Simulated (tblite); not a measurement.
# CH4BF3OSi2: the cost of one run

Programs: tblite 0.8.0 and PySCF 2.14.0. All values are calculated, for the isolated system unless a continuum is named. Atoms count from 0, parts from 1.

### 1 The system as given

12 atoms, charge 0, multiplicity 1; geometry: distance geometry start.

### 2 Relaxing the cluster with GFN2-xTB

Job settings and geometry (Å):

```
{"job": {"kind": "relax", "xc": "GFN2-xTB", "basis": "xTB"}, "charge": 0, "multiplicity": 1}
C      0.440794    -0.452886    -0.946176
O      1.181906    -0.551193     0.236272
Si     2.578189     0.429856    -0.046047
F      3.455508    -0.310787    -1.301746
F      2.010961     1.910424    -0.626417
F      3.473807     0.589674     1.367664
B     -1.042766    -0.956947    -0.742446
Si    -2.476388     0.156669    -0.102108
H     -1.246175    -2.107432    -0.879167
H     -1.967633     0.807871     1.137584
H     -2.876849     1.173683    -1.063264
H     -3.578892    -0.690018     0.237360
```

Level: GFN2-xTB geometry optimisation, gas phase.

Command:

```sh
$ OMP_NUM_THREADS=1 python cluster_run.py task.json out
```

The driver reads the jobs from task.json and runs them one after another.

**Question.** How long does this first job take on 1 thread of Arm Neoverse V1, shared host?

About 10 s.
